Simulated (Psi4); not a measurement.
# SnH3F (SnFH3) at CCSD(T)/def2-TZVP (core potential)

Aim: the energy change on altering one bond length of SnH3F (SnFH3) at CCSD(T)/def2-TZVP (core potential), from 2 runs. 

The results are computed with Psi4 1.11.

## (1) Starting point

SnH3F has 5 atoms, charge 0, and is taken as a singlet. As SMILES, `[H][Sn]([H])([H])[F]`. The shape comes from GFN2-xTB, which is rough for such elements, and wasn't checked as a minimum.

Bond lengths: Sn1–F2 1.924 Å, Sn1–H3 1.664 Å, Sn1–H4 1.662 Å, Sn1–H5 1.663 Å. Angles: F2–Sn1–H3 102.5°, F2–Sn1–H4 102.8°, F2–Sn1–H5 102.6°, H3–Sn1–H4 115.3°, H3–Sn1–H5 115.3°, H4–Sn1–H5 115.5°.

## (2) The energy at CCSD(T)/def2-TZVP (core potential)

job.py reads:

```python
import psi4

psi4.set_memory('1600 MB')
psi4.set_num_threads(1)
psi4.set_output_file('fh3sn.out', False)

geom = psi4.geometry("""
Sn    -0.00489439     0.00457314    -0.31545198
F      0.02218538    -0.03641502     3.32089131
H      3.05990123     0.02073030    -1.01701281
H     -1.54532354     2.66160366    -0.96844684
H     -1.53186869    -2.65049207    -1.01997968
units bohr
symmetry c1
""")

psi4.set_options({
    'reference': 'rhf',
    'puream': True,
    'e_convergence': 1e-09,
    'd_convergence': 1e-08,
    'scf_type': 'pk',
    'num_frozen_docc': 5,
})

e_tot, wfn = psi4.energy('ccsd(t)/def2-TZVP', return_wfn=True)
print('E =', round(e_tot, 9))
```

Command:

```
$ python job.py
```

fh3sn.out:

```text
[...]
    !!!  WARNING: ECP capability is in beta. Please check occupations closely.  !!!
[...]
  Running in c1 symmetry.
[...]
  Nuclear repulsion =   81.108187424715297
[...]
  Multiplicity = 1
[...]
  Nalpha       = 17
  Nbeta        = 17
[...]
    Number of basis functions: 99
[...]
 WARNING: Atomic UHF is not converging! Try casting from a smaller basis or call Rob at CCMST.
   -------------------------
[...]
   @RHF iter   1:  -314.50911676269959   -1.82532e+00   4.82916e-03 DIIS/ADIIS
[...]
   @RHF iter  11:  -314.58579954273574   -3.58114e-12   2.02629e-09 DIIS
[...]
    Orbital Energies [Eh]
    ---------------------
    Doubly Occupied:
       1A    -26.219191     2A     -5.885730     3A     -4.077399
       4A     -4.074673     5A     -4.074663     6A     -1.509979
       7A     -1.345481     8A     -1.345463     9A     -1.339441
      10A     -1.339418    11A     -1.334096    12A     -0.708973
      13A     -0.591400    14A     -0.591389    15A     -0.564817
      16A     -0.471145    17A     -0.470672
[...]
  @RHF Final Energy:  -314.58579954273574
   => Energetics <=
    Nuclear Repulsion Energy =             81.1081874247152967
    One-Electron Energy =                -679.5001122326830227
    Two-Electron Energy =                 283.8061252652319695
    Total Energy =                       -314.5857995427357423
[...]
 Multipole Moments:
 ------------------------------------------------------------------------------------
     Multipole            Electronic (a.u.)      Nuclear  (a.u.)        Total (a.u.)
 ------------------------------------------------------------------------------------
 L = 1.  Multiply by 2.5417464519 to convert [e a0] to [Debye]
 Dipole X            :         -0.1325541            0.1184903           -0.0140638
 Dipole Y            :          0.1851949           -0.1685951            0.0165998
 Dipole Z            :        -15.9132024           14.6148905           -1.2983119
 Magnitude           :                                                    1.2984942
[...]
      * MP2 total energy                      = -315.164937835220428
[...]
      * CCSD total energy                     = -315.175134565260862
[...]
      * CCSD(T) total energy                  = -315.190152930015131
```

The script printed:

```text
Memory set to   1.490 GiB by Python driver.
  Threads set to 1 by Python driver.
E = -315.19015293
```

Wall time 59 s (1 thread of Intel Xeon 6975P-C (Granite Rapids), shared host); peak memory 0.85 GiB.

## (3) The distorted shape at the same level

fh3sn.xyz reads:

```xyz
5
FH3Sn
Sn     0.401444     0.704944     0.019486
F      0.415774     0.683254     1.943756
H      2.023264     0.713494    -0.351764
H     -0.413716     2.110984    -0.326064
H     -0.810630    -1.402580    -0.539750
```

fh3sn_ase.py reads:

```python
import numpy as np
from ase.calculators.psi4 import Psi4
from ase.io import read

atoms = read('fh3sn.xyz')
calc = Psi4(atoms=atoms, method='ccsd(t)', basis='def2-TZVP', memory='1600MB', num_threads=1, charge=0, multiplicity=1, label='calc')
calc.psi4.set_options({'puream': True, 'e_convergence': 1e-09, 'd_convergence': 1e-08, 'scf_type': 'pk', 'num_frozen_docc': 5})
atoms.calc = calc

print(f'energy: {atoms.get_potential_energy():.6f} eV')
```

Command:

```
$ python fh3sn_ase.py
```

calc.dat:

```text
[...]
    !!!  WARNING: ECP capability is in beta. Please check occupations closely.  !!!
[...]
  Running in c1 symmetry.
[...]
  Nuclear repulsion =   78.372579960297358
[...]
  Multiplicity = 1
[...]
  Nalpha       = 17
  Nbeta        = 17
[...]
    Number of basis functions: 99
[...]
 WARNING: Atomic UHF is not converging! Try casting from a smaller basis or call Rob at CCMST.
   -------------------------
[...]
   @RHF iter   1:  -314.42953095990833   -1.85135e+00   4.80323e-03 DIIS/ADIIS
[...]
   @RHF iter  11:  -314.50976379224846   -6.13909e-12   3.15601e-09 DIIS
[...]
    Orbital Energies [Eh]
    ---------------------
    Doubly Occupied:
       1A    -26.236928     2A     -5.915727     3A     -4.106715
       4A     -4.105783     5A     -4.103862     6A     -1.526913
       7A     -1.374259     8A     -1.373142     9A     -1.368660
      10A     -1.368149    11A     -1.360203    12A     -0.706535
      13A     -0.607273    14A     -0.602524    15A     -0.571696
      16A     -0.488020    17A     -0.380395
[...]
  @RHF Final Energy:  -314.50976379224846
   => Energetics <=
    Nuclear Repulsion Energy =             78.3725799602973581
    One-Electron Energy =                -673.3711181578833020
    Two-Electron Energy =                 280.4887744053374945
    Total Energy =                       -314.5097637922484637
[...]
 Multipole Moments:
 ------------------------------------------------------------------------------------
     Multipole            Electronic (a.u.)      Nuclear  (a.u.)        Total (a.u.)
 ------------------------------------------------------------------------------------
 L = 1.  Multiply by 2.5417464519 to convert [e a0] to [Debye]
 Dipole X            :          0.7768484           -0.4606811            0.3161673
 Dipole Y            :          1.7643520           -1.1756436            0.5887084
 Dipole Z            :        -15.4669470           14.3476684           -1.1192787
 Magnitude           :                                                    1.3035813
[...]
      * MP2 total energy                      = -315.089502209992361
[...]
      * CCSD total energy                     = -315.106897041578065
[...]
      * CCSD(T) total energy                  = -315.124554591424726
```

On the terminal:

```text
Memory set to   1.490 GiB by Python driver.
  Threads set to 1 by Python driver.

  Memory set to   1.490 GiB by Python driver.
  Threads set to 1 by Python driver.
energy: -8574.975901 eV
```

It took 65 s on 1 thread of Intel Xeon 6975P-C (Granite Rapids), shared host; peak memory 0.88 GiB.

## (4) Results

At CCSD(T)/def2-TZVP (core potential), 5 core orbitals frozen:

| quantity | value |
| --- | --- |
| first shape: total energy | -315.19015 Eh |
| first shape: HOMO energy (Hartree–Fock orbitals) | -12.81 eV |
| first shape: LUMO energy (Hartree–Fock orbitals) | 1.65 eV |
| first shape: HOMO–LUMO gap (Hartree–Fock orbitals) | 14.46 eV |
| first shape: correlation energy (5 core orbitals frozen) | -604.4 mEh |
| first shape: (T) correction | -15.02 mEh |
| first shape: T1 diagnostic | 0.014 |
| distorted shape: total energy | -315.12455 Eh |
| distorted shape: HOMO energy (Hartree–Fock orbitals) | -10.35 eV |
| distorted shape: LUMO energy (Hartree–Fock orbitals) | 0.63 eV |
| distorted shape: HOMO–LUMO gap (Hartree–Fock orbitals) | 10.98 eV |
| distorted shape: correlation energy (5 core orbitals frozen) | -614.8 mEh |
| distorted shape: (T) correction | -17.66 mEh |
| distorted shape: T1 diagnostic | 0.018 |
| energy change with the Sn1–H5 bond stretched from 1.663 to 2.495 Å | 1.785 eV |

With the Sn1–H5 bond stretched from 1.663 to 2.495 Å the energy rises by 1.79 eV (172 kJ/mol). The first shape isn't relaxed at this level, so the change isn't measured from a minimum. The triples (first shape) make up 2.5 % of the correlation energy. The triples (distorted shape) make up 2.9 % of the correlation energy.
